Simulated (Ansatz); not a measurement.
**MnSe: how the settings move a single-point run**

How sensitive is a single-point run of MnSe to its settings? A reference run comes first, then one run with altered input.

Computed with Ansatz 0.2.0 (reference: DFT, LDA+U, PAW with Ansatz's default frozen-core files, scalar-relativistic, unless a step's input says otherwise).

**1. The structure to begin with**

The structure is tetragonal, space group P4/nmm (No. 129). The conventional cell has a = 3.613 Å, b = 3.613 Å, c = 6.246 Å, α = 90.00°, β = 90.00°, γ = 90.00°. Around Mn (site symmetry -4m2) lie 4 Se at 2.39 Å and 4 Mn at 2.55 Å. Se (site symmetry 4mm) has 4 Mn at 2.39 Å as nearest neighbours.

Coordinates:

```
CELL_PARAMETERS angstrom
3.61329 0.00000 0.00000
0.00000 3.61329 0.00000
0.00000 0.00000 6.24636
ATOMIC_POSITIONS crystal
Mn 0.00000 0.00000 0.00000
Mn 0.50000 0.50000 0.00000
Se 0.50000 0.00000 0.75032
Se 0.00000 0.50000 0.24968
```

**2. The reference run**

The input, input.yaml:

```yaml
crystal:
  lattice:
    - [3.613289, 0.0, 0.0]
    - [0.0, 3.613289, 0.0]
    - [0.0, 0.0, 6.246356]
  atoms:
    - { symbol: Mn, position: [0.0, 0.0, 0.0], spin: 4.0 }
    - { symbol: Mn, position: [0.5, 0.5, 0.0], spin: -4.0 }
    - { symbol: Se, position: [0.5, 0.0, 0.750317] }
    - { symbol: Se, position: [0.0, 0.5, 0.249683] }
magnetization:
  spin_polarized: true
kpoints:
  mp_grid: { grid: [8, 8, 5] }
scf:
  occupations: { method: fermi_dirac, width: 0.05 }
hamiltonian:
  xc: lda
  pseudopotentials: { kind: paw }
  hubbard: { sites: [{ species: Mn, l: d, u_eff: 6 }] }
output:
  forces: true
  stress: true
  eigenvalues: true
  hubbard: { sites: [{ species: Mn, l: d }] }
  populations: true
  dos: { projected: true, de: 0.1, e_range: [-10, 8] }
```

Launch:

```bash
$ ansatz run input.yaml --threads 2 --pin off --max-ram 6144MiB --backend cpu --events-out ev --progress --plain --runs-dir out
```

The main lines of its log:

```text
[...]
Basis set: ecut = 420 eV, 1573 PW (Γ)
[...]
Magnetic group: BNS 129.418 (UNI 1078), of the structure as read, at distance tolerance 4.3e-5 Å
k-points: 45 of 320 (time reversal used)
[...]
SCF iter   1: F=—  HF=-18456.584178 eV  |F-HF|=—  |Δ(HF+E_count)|=         —  Δρ=1.54e-1 (↑1.54e-1 ↓1.54e-1)  dr2=1.28e2  dr2_m=2.62e0  M=0.000 μB ∫|m|=5.548 μB  β_m=0.30  ethr=3.10e-3  ⟨swp⟩=6.2  Hψ=14744  notcnv=0  defer=16
preconditioner: auto → Kerker (q_TF=auto, 2.606 Å⁻¹)  [metal: Δε(μ)=0.021 eV  Ē_g=11.124 eV  σ=0.050 eV  W_gap=0.11  n_scr=20 (ndim 8)  ℏωp=21.0 eV  f_vac=0.131  D(μ)=1.83/eV (n_scr^D=16)]
[...]
SCF iter   2: F=—  HF=-18446.713446 eV  |F-HF|=—  |Δ(HF+E_count)|=    9.87e0  Δρ=3.45e-2 (↑3.45e-2 ↓3.45e-2)  dr2=1.45e1  dr2_m=2.01e-1  M=-0.000 μB ∫|m|=7.591 μB  β_m=1.00  ethr=3.10e-3  ⟨swp⟩=4.3  Hψ=9880  notcnv=0  defer=348
[...]
SCF iter  12: F=—  HF=-18444.232989 eV  |F-HF|=—  |Δ(HF+E_count)|=   1.10e-6  Δρ=1.56e-5 (↑1.47e-5 ↓1.56e-5)  dr2=5.95e-7  dr2_m=7.21e-8  M=-0.000 μB ∫|m|=8.761 μB  β_m=0.87  ethr=8.67e-9  ⟨swp⟩=2.0  Hψ=5506  notcnv=0  defer=360
SCF iter  13: F=-18444.232989 eV  HF=-18444.232989 eV  |F-HF|=9.21e-9  |Δ(HF+E_count)|=   1.01e-7  Δρ=3.21e-6 (↑3.21e-6 ↓2.48e-6)  dr2=3.45e-8  dr2_m=4.63e-10  M=0.000 μB ∫|m|=8.761 μB  ethr=1.61e-10  ⟨swp⟩=10.4  Hψ=19953  notcnv=0
[...]
SCF converged after 13 iterations
Magnetization: 0.0000 μB (31.0000 up, 31.0000 down)
[...]
Free energy (F): -18444.232989 eV
[...]
E sigma→0 (E₀):  -18444.232989 eV
Fermi energy:    10.309875 eV
[...]
  P = ⅓ Tr σ = 22.2090 GPa (222.090 kbar)
[...]
```

Wall time 12 s (2 threads of Intel Xeon 6975P-C (Granite Rapids), shared host); peak memory 0.58 GiB.

**3. Variant: lower_state_search standard**

Edit input.yaml of step 2 so:

```diff
@@ -16,2 +16,3 @@
   occupations: { method: fermi_dirac, width: 0.05 }
+  lower_state_search: standard
 hamiltonian:
@@ -26,2 +27 @@
   populations: true
-  dos: { projected: true, de: 0.1, e_range: [-10, 8] }
```

Launch:

```bash
$ ansatz run input.yaml --threads 2 --pin off --max-ram 6144MiB --backend cpu --events-out ev --progress --plain --runs-dir out
```

Output, shortened:

```text
Mn: projections on atomic orbitals take those of the free atom [Ne] 3s2 3p6 3d5 4s2, of charge +0.00 (hamiltonian.pseudopotentials.projection_atoms); the dataset's partial waves leave at most 9.0e-7 of an orbital's norm unspanned inside its sphere
Se: projections on atomic orbitals take those of the free atom [Ar] 3d10 4s2 4p4, of charge +0.00 (hamiltonian.pseudopotentials.projection_atoms); the dataset's partial waves leave at most 2.3e-6 of an orbital's norm unspanned inside its sphere
[...]
Pseudopotentials: kind: paw
Pseudopotential: Mn, paw, valence charge 15, recommended cutoff 420 eV (normal)
Pseudopotential: Se, paw, valence charge 16, recommended cutoff 420 eV (normal)
Functional definition: SPW92
[...]
Crystal: 4 atoms, lattice volume = 81.552 Å³
Basis set: ecut = 420 eV, 1573 PW (Γ)
Bands: 42, of which v1, the nominal top of the filled ones, is band 31 counted from 1 (30 counted from 0)
Symmetry: 8 space group operations
Space group: P-4m2 (ITA 115), of the structure as read, at distance tolerance 4.3e-5 Å
Magnetic group: BNS 129.418 (UNI 1078), of the structure as read, at distance tolerance 4.3e-5 Å
k-points: 45 of 320 (time reversal used)
[...]
Starting moments: Σ|m| = 8 μB on 2 of 4 sites
Starting magnetic order: antiferromagnet; an inversion exchanges its spin sublattices: spin-degenerate at every k-point
[...]
  atom   1  Mn    -0.00000000     0.00000000     0.00000000
  atom   2  Mn     0.00000000    -0.00000000    -0.00000000
  atom   3  Se     0.00000000    -0.00000000    -2.22330650
  atom   4  Se    -0.00000000     0.00000000     2.22330650
[...]
--- Stress (GPa, compression-positive) ---
       27.053400       0.000000       0.000000
        0.000000      27.053400       0.000000
        0.000000       0.000000      12.520268
  P = ⅓ Tr σ = 22.2090 GPa (222.090 kbar)
--- Band table (eV; the first three rows and the last of 90) ---
[...]
Occupation matrices written to <dir>
--- Löwdin populations: 4 sites ---
  site symbol       q [e]    m [muB]
     0     Mn     14.1445     4.2911
     1     Mn     14.1445    -4.2911
     2     Se     16.6413    -0.0000
     3     Se     16.6413    -0.0000
  spilling = 0.006912 (of n_electrons = 62.000000)
--- Occupation matrices: 2 shells (run DFT+U table (all-electron-ortho-atomic); ε = 2.53e-3) ---
  Mn0 d_3D: site group D2d (-42m)
  Mn0 d_3D up     Tr n = 4.8905  λ = 0.967 0.979 0.979 0.980 0.986  [xy 1.00 B1(1.00) | 3× z2 0.33 E(0.67) | x2-y2 1.00 B2(1.00)]
  Mn0 d_3D dn     Tr n = 0.6142  λ = 0.071 0.101 0.141 0.141 0.159  [z2 1.00 A1(1.00) | x2-y2 1.00 B2(1.00) | 2× xz 0.50 E(1.00) | xy 1.00 B1(1.00)]
  Mn1 d_3D: site group D2d (-42m)
  Mn1 d_3D up     Tr n = 0.6142  λ = 0.071 0.101 0.141 0.141 0.159  [z2 1.00 A1(1.00) | x2-y2 1.00 B2(1.00) | 2× xz 0.50 E(1.00) | xy 1.00 B1(1.00)]
  Mn1 d_3D dn     Tr n = 4.8905  λ = 0.967 0.979 0.979 0.980 0.986  [xy 1.00 B1(1.00) | 3× z2 0.33 E(0.67) | x2-y2 1.00 B2(1.00)]
  Tr n, λ and their labels are of the run-group-symmetrised matrices; stabiliser: 16 of 32 elements of G0×{1,Θ} (closed), max defect 6.1e-6 at τ = 5.4e-4
```

Run time: 12 s. Hardware: 2 threads of Intel Xeon 6975P-C (Granite Rapids), shared host; peak memory 0.6 GiB.

The changed input (search for lower states) leaves the energy the same to the digits printed.

**4. All runs together**

| run | ending | energy change | pressure (GPa) | abs. moment (μB) | force (eV/Å) | cycles | time |
| --- | --- | --- | --- | --- | --- | --- | --- |
| reference | converged | 0 | 22.2 | 8.76 | 2.22 | 13 | 12 s |
| 1: lower_state_search standard | converged | 0.0 meV/atom | 22.2 | 8.76 | 2.22 | 13 | 12 s |

Times don't compare one to one where runs were asked for different outputs or read a saved state (see the inputs); cycles may leave out searches for a lower state.

Residual by cycle in the longest SCF loop of each run; runs are numbered as in the table. The quantity is the density residual dr2, in eV.

| cycle | reference | run 1 |
| --- | --- | --- |
| 1 | 128 | 128 |
| 2 | 14.5 | 14.5 |
| 3 | 4.68 | 4.68 |
| 4 | 0.253 | 0.253 |
| 5 | 0.093 | 0.093 |
| 6 | 0.00987 | 0.00987 |
| 8 | 0.0023 | 0.0023 |
| 9 | 0.00148 | 0.00148 |
| 10 | 2.9e-5 | 2.9e-5 |
| 11 | 5.4e-6 | 5.4e-6 |
| 12 | 6.0e-7 | 6.0e-7 |
| 13 | 3.4e-8 | 3.4e-8 |

What this shows: The changed input (search for lower states) leaves the energy the same to the digits printed. The structure is not at rest: the sound run finds 22 GPa, so these are no properties of the relaxed crystal. 
